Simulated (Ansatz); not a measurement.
# Ge2W: from the start to rest

The start is Ge2W, a database structure at a slightly changed volume. Where does it settle when we relax the atoms in a fixed cell, and what is it like there?

The COD entry's cell or inner coordinates are ideal or old and differ from later refinements, so a difference from it is no clean test against experiment.

Program: Ansatz 0.2.0. Level of theory: DFT, r2SCAN, no spin polarisation, plane waves, PAW. These are calculated values, not measurements.

### Step 1. The system as given

It takes space group I4/mmm (No. 139, tetragonal). Conventional cell: a = 3.330 Å, b = 3.330 Å, c = 8.217 Å, α = 90.00°, β = 90.00°, γ = 90.00°. Around Ge (site symmetry 4mm) lie 5 Ge at 2.72 to 2.74 Å and 5 W at 2.72 to 2.74 Å. W (site symmetry 4/mmm) has 10 Ge at 2.72 to 2.74 Å as nearest neighbours.

In its conventional cell, by symmetry (the run takes the cell typed in the input):

```cif
data_structure
_symmetry_space_group_name_H-M 'I4/mmm'
_symmetry_Int_Tables_number 139
_cell_length_a 3.3301
_cell_length_b 3.3301
_cell_length_c 8.2169
_cell_angle_alpha 90.000
_cell_angle_beta 90.000
_cell_angle_gamma 90.000
_cell_volume 91.12
loop_
_atom_site_label
_atom_site_type_symbol
_atom_site_symmetry_multiplicity
_atom_site_Wyckoff_symbol
_atom_site_fract_x
_atom_site_fract_y
_atom_site_fract_z
_atom_site_occupancy
Ge1 Ge 4 e 0.00000 0.00000 0.33330 1
W1 W 2 a 0.00000 0.00000 0.00000 1
```

The first density is read from a saved solution for the starting cell.

### Step 2. Relaxing

input.yaml

```yaml
crystal:
  lattice:
    - [-1.6650409, 1.6650409, 4.10843828]
    - [1.6650409, -1.6650409, 4.10843828]
    - [1.6650409, 1.6650409, -4.10843828]
  atoms:
    - { symbol: Ge, position: [0.3333, 0.3333, 0.0] }
    - { symbol: Ge, position: [0.6667, 0.6667, 0.0] }
    - { symbol: W, position: [0.0, 0.0, 0.0] }
  symmetry: { tolerance: 0.0003 }
kpoints:
  mp_grid: { grid: [9, 9, 9], shift: [0, 0, 0] }
magnetization:
  spin_polarized: false
scf:
  occupations: { method: fermi_dirac }
  lower_state_search: "off"
hamiltonian:
  pseudopotentials: { kind: paw }
  xc: r2scan
basis:
  ecutwfc: 500
  fft_grid_basis: typed
relax:
  max_steps: 80
output:
  forces: true
  stress: true
  eigenvalues: true
  bader: true
  populations: true
  elf: true
  write_potential: true
  volumetric_format: npy
  dos:
    e_range: [-12, 8]
    de: 0.05
    projected: { site_lists: { Ge: [Ge], W: [W] } }
  write_density: true
checkpoint:
  read: saved_state
```

Launch:

```
ansatz run input.yaml --threads 2 --pin off --max-ram 3584MiB --backend cpu --events-out ev --progress --plain --runs-dir out
```

What does the calculation give? Wanted: moves; energy gained; largest move; pressure left in the fixed cell; character; Bader charges.

As calculated:

| quantity | value |
| --- | --- |
| moves | 2 |
| energy gained | 8.6 meV/atom |
| largest move | 0.04 Å (Ge) |
| space group (0.01 Å), before / after | I4/mmm / I4/mmm |
| pressure left in the fixed cell | -1.5 GPa |
| character | metal |
| density of states, mean within 0.25 eV of the Fermi level | 0.46 per eV per cell |
| Bader charges | Ge -0.19, W +0.37 e |

What this shows: In the fixed cell the largest move of an atom is 0.04 Å; the energy fell by 8.6 meV per atom. With 16 symmetry operations imposed, the end may be a saddle point towards distortions that break them. Bands cross the Fermi level: a metal; within 0.25 eV of the Fermi level the density of states averages 0.46 per eV per cell, mostly W d (66 %) and Ge p (22 %). W loses most charge (+0.37 e on average) and Ge gains most (-0.19 e), against the order of Pauling's electronegativities.

Limits of this run: the SCF threshold is loose for a stress.
